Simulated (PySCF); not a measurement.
# C12H12Ge (GePh2H2): the cost of one run

The runs use PySCF 2.14.0, with density-fitted response routines of our own; the level of theory stands in each step. All values are computed, except where a source is named. Atoms count from 0, in the outputs and in this text.

### 1 The molecule as given

25 atoms, charge 0, multiplicity 1; geometry from: GFN2-xTB. The atoms were then displaced at random by about 0.03 Å, so the start is not that level's minimum.

Bonds of the start (Å): Ge0–C1 1.95, Ge0–C12 1.85, Ge0–H23 1.62, Ge0–H24 1.48, C1–C2 1.38, C1–C6 1.39, C2–C3 1.41, C2–H7 1.11, C3–C4 1.41, C3–H8 1.13, C4–C5 1.34, C4–H9 1.14, C5–C6 1.38, C5–H10 1.12, C6–H11 1.07, C12–C13 1.42, C12–C17 1.40, C13–C14 1.43, C13–H18 1.09, C14–C15 1.45, C14–H19 1.00, C15–C16 1.37, C15–H20 1.06, C16–C17 1.42, C16–H21 1.01, C17–H22 1.07.

### 2 Relaxing the molecule at PBE0-D3(BJ)/def2-SVP

Job settings and geometry (Å):

```
{"job": {"xc": "PBE0", "basis": "def2-SVP", "d3": "d3bj", "grid": 1, "maxiter": 40, "shake": 0.03, "kind": "geom"}, "charge": 0, "multiplicity": 1}
Ge    -1.323620    -0.077920    -0.977400
C     -1.462850    -0.016720     0.964280
C     -1.476770     1.183400     1.654270
C     -1.338230     1.200110     3.052420
C     -1.495560    -0.024800     3.724050
C     -1.524510    -1.187420     3.053410
C     -1.462220    -1.203600     1.678360
H     -1.334570     2.143480     1.123310
H     -1.424450     2.145830     3.660640
H     -1.515470    -0.012510     4.866080
H     -1.578850    -2.147380     3.624740
H     -1.497860    -2.131110     1.154510
C      0.365810     0.033810    -1.710610
C      1.081270    -1.181670    -1.864870
C      2.419430    -1.224940    -2.353360
C      3.070670     0.047910    -2.600400
C      2.411940     1.236100    -2.425830
C      1.077120     1.215750    -1.933680
H      0.623590    -2.150770    -1.672490
H      2.874280    -2.108220    -2.497730
H      4.038370     0.009220    -3.021190
H      2.925310     2.078460    -2.657110
H      0.603610     2.168280    -1.860540
H     -2.116070     1.231050    -1.521240
H     -2.050310    -1.262580    -1.489020
```

Run with:

```bash
$ OMP_NUM_THREADS=2 python probes_run.py task.json out
```

This one command runs all jobs of the session in turn.

**Question.** How long does this first job take on 2 threads of AMD EPYC 7R43, shared host, and how much memory does it need?

About 4.2 min, with a peak of 2 GiB.
